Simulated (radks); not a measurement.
# Te⁺ in [Kr] 4d9 5s2 5p3 4f1: an all-electron calculation

Aim: the levels, the sizes of the orbitals and the parts of the energy of the tellurium ion Te+.

Method: Dirac Kohn-Sham, PBE, spin-unpolarised, spherical densities, point nucleus; open shells fill j = l - 1/2 first. Code: radks (a radial shooting solver on a logarithmic mesh, Libxc functionals) version 1.

### 1 The atom as given

- element: tellurium (Z = 52)
- charge: +1
- electrons: 51
- configuration: [Kr] 4d9 5s2 5p3 4f1

### 2 The calculation

Settings of this run:

```text
Z 52
configuration [Kr] 4d9 5s2 5p3 4f1 6s0 5d0 6p0 5f0
relativity Dirac
functional pbe,pbe
spin unpolarised
j_filling energy
nucleus point
c 137.035999084
```

Started as:

```sh
$ python run_ks.py task.json out
```

This one command runs every case of the session in turn.

Q: Predict the outcome of this run.

As calculated:

```
                        quantity                   value
                    total energy     -6794.48052 hartree
exchange-correlation share of it                  2.58 %
                            −T/E                  1.0577
          highest occupied level        4f5/2, -2.481 eV
    most extended occupied level  4f5/2, <r> = 7.41 bohr
 radius at density 0.001 e/bohr³               4.16 bohr
    maxima of the radial density                       5
```

**Reading.** 5 principal shells are occupied and 5 maxima appear in the radial density. Relativity lifts −T/E to 1.058. This is not the tabulated ground configuration, so its levels and sizes aren't those of the ground state, and no measured value stands beside it.
